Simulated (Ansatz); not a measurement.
# CHClFNOSi: one species, many methods

The task here is to estimate one member of a computed series from the others.

Program: Ansatz 0.2.0, Gaussian basis. Level of theory: functionals in def2-TZVPP, the program's frozen cores in correlated methods. These are calculated values, not measurements.

Plan: LDA (SPW92), PBE-D4, revPBE-D4, BLYP-D4, r2SCAN-D4, B97M-V, PBE0-D4, B3LYP-D4, r2SCANh-D4, r2SCAN0-D4, HSE06-D4, BHLYP-D4, CAM-B3LYP-D4, LC-ωPBE, ωB97X-V, ωB97M-V, B2PLYP, PBE-QIDH; CCSD(T)/def2-SVP; CCSD(T)/def2-TZVPP; MP2/def2-QZVPP; extrapolation to the limit; RPA on PBE.

## Structure used throughout

An earlier PBE0-D4 in a triple-zeta def2 set relaxation fixed the geometry.

SMILES `O=C=N[SiH](F)Cl`, 7 atoms, charge 0, spin multiplicity 1.

Atoms are counted from 1 here; the program's logs count them from 0.

Bond lengths: O1–C2 1.159 Å, C2–N3 1.198 Å, N3–Si4 1.686 Å, Si4–F5 1.581 Å, Si4–Cl6 2.029 Å, Si4–H7 1.466 Å. Angles: O1–C2–N3 177.6°, C2–N3–Si4 156.6°, N3–Si4–F5 108.1°, N3–Si4–Cl6 110.5°, N3–Si4–H7 110.6°, F5–Si4–Cl6 108.3°, F5–Si4–H7 109.0°, Cl6–Si4–H7 110.3°.

Set-up of the first run:

Input file in.yaml:

```yaml
crystal:
  periodic: [false, false, false]
  atoms:
    - {symbol: O, position_ang: [0.815171, -2.357475, 1.658735]}
    - {symbol: C, position_ang: [0.512237, -1.559714, 0.874553]}
    - {symbol: N, position_ang: [0.199335, -0.770989, 0.028326]}
    - {symbol: Si, position_ang: [-0.274208, 0.722048, -0.596656]}
    - {symbol: F, position_ang: [0.917737, 1.292729, -1.464430]}
    - {symbol: Cl, position_ang: [-0.652876, 2.033556, 0.903973]}
    - {symbol: H, position_ang: [-1.456097, 0.571745, -1.450200]}
basis:
  gaussian: {orbitals: def2-TZVPP}
hamiltonian: {xc: lda}
output: {orbitals: {seedname: orbitals}}
```

Steps of the session up to this table: LDA; PBE-D4 (GGA); revPBE-D4 (GGA); BLYP-D4 (GGA); r2SCAN-D4 (meta-GGA); B97M-V (meta-GGA); PBE0-D4 (hybrid); B3LYP-D4 (hybrid); r2SCANh-D4 (hybrid); r2SCAN0-D4 (hybrid); HSE06-D4 (hybrid); BHLYP-D4 (hybrid); CAM-B3LYP-D4 (range-separated); LC-ωPBE-D4 (range-separated; the results give it without D4); ωB97X-V (range-separated); ωB97M-V (range-separated); B2PLYP (double hybrid); PBE-QIDH (double hybrid).

One table of the session follows, with a row left open; its other results are not shown here.

It belongs to the step «Frontier levels by functional». 

| functional | HOMO (eV) | gap (eV) |
| --- | --- | --- |
| LDA (SPW92) | -8.19 | 6.62 |
| PBE-D4 | -7.97 | 6.72 |
| revPBE-D4 | -7.90 | 6.77 |
| BLYP-D4 | -7.82 | 6.71 |
| r2SCAN-D4 | -8.32 | 7.39 |
| B97M-V | -8.36 | 7.51 |
| PBE0-D4 | -9.41 | 9.12 |
| B3LYP-D4 | -9.14 | 8.62 |
| r2SCANh-D4 | -8.85 | 8.26 |
| r2SCAN0-D4 | ? | ? |
| HSE06-D4 | -9.00 | 8.34 |
| BHLYP-D4 | -10.72 | 11.49 |
| CAM-B3LYP-D4 | -10.77 | 11.58 |
| LC-ωPBE | -12.12 | 14.13 |
| ωB97X-V | -11.75 | 13.68 |
| ωB97M-V | -11.63 | 13.38 |

Estimate the missing values for r2SCAN0-D4.

Worked estimate for «HOMO (eV)». Against the share of exact exchange, r2SCAN-D4 (0, -8.32), r2SCANh-D4 (0.1, -8.85) give a slope of -5.30 per unit share; at 0.25 the line stands at -9.64.

**Answer.** HOMO (eV): -9.65; gap (eV): 9.57. In «HOMO (eV)» the line misses by +0.01.
